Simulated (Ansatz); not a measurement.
Li2RuN2:

```xyz
5
Lattice="3.1642 0.0000 0.0000 -1.5821 2.7403 0.0000 0.0000 0.0000 5.2115" Properties=species:S:1:pos:R:3 pbc="T T T"
Ru    0.0000    0.0000    0.0000
N     0.0000    1.8269    1.1101
N     1.5821    0.9134    4.1014
Li    0.0000    1.8269    3.3344
Li    1.5821    0.9134    1.8771
```

The cell comes from a database or a generator and needn't be the stable form of this composition.

| Property | Result |
| --- | --- |
| Program | Ansatz 0.2.0 |
| Task | relaxation of cell and atoms |
| Functional | BLYP |
| Potentials or basis | Ansatz PAW |
| Cutoff | 420 eV (not typed: the program's choice for these potentials) |
| k mesh | 10 × 10 × 5 |
| Occupations | fermi-dirac, width 0.05 eV |
| Spin | no spin polarisation |

At the start: volume 9.04 Å³/atom.

Q: Where does the relaxation end?

A: It ends after 8 steps and the volume is 9.23 Å³/atom (+2.1 %); space group P-3m1 (No. 164, to 0.05 Å).

Step by step:
| step | energy change (eV) | largest force (eV/Å) | volume (Å³) |
| --- | --- | --- | --- |
| 1 | 0.0000 | 0.2754 | 45.19 |
| 2 | -0.0105 | 0.0341 | 45.81 |
| 3 | -0.0106 | 0.0126 | 46.03 |
| 4 | -0.0105 | 0.0062 | 46.09 |
| 5 | -0.0133 | 0.0062 | 46.09 |
| 6 | -0.0132 | 0.0059 | 46.14 |
| 7 | -0.0132 | 0.0009 | 46.15 |
| 8 | -0.0134 | 0.0008 | 46.15 |

Final structure:
```yaml
crystal:
  lattice:
    - [3.18615, 0.00000, 0.00000]
    - [-1.59307, 2.75929, 0.00000]
    - [0.00000, 0.00000, 5.24922]
  atoms:
    - { symbol: Ru, position: [0.00000, 0.00000, 0.00000] }
    - { symbol: N, position: [0.33333, 0.66667, 0.21437] }
    - { symbol: N, position: [0.66667, 0.33333, 0.78563] }
    - { symbol: Li, position: [0.33333, 0.66667, 0.64150] }
    - { symbol: Li, position: [0.66667, 0.33333, 0.35850] }
```

Caveat: the plane-wave basis is chosen anew once the cell has moved, so the energies of steps on either side of that aren't comparable; the pressure holds a Pulay correction of +0.5 GPa for the finite cutoff; the PAW data sets come from PBE, with cores solved anew for the run's functional, which leaves a small shift of forces and pressure.
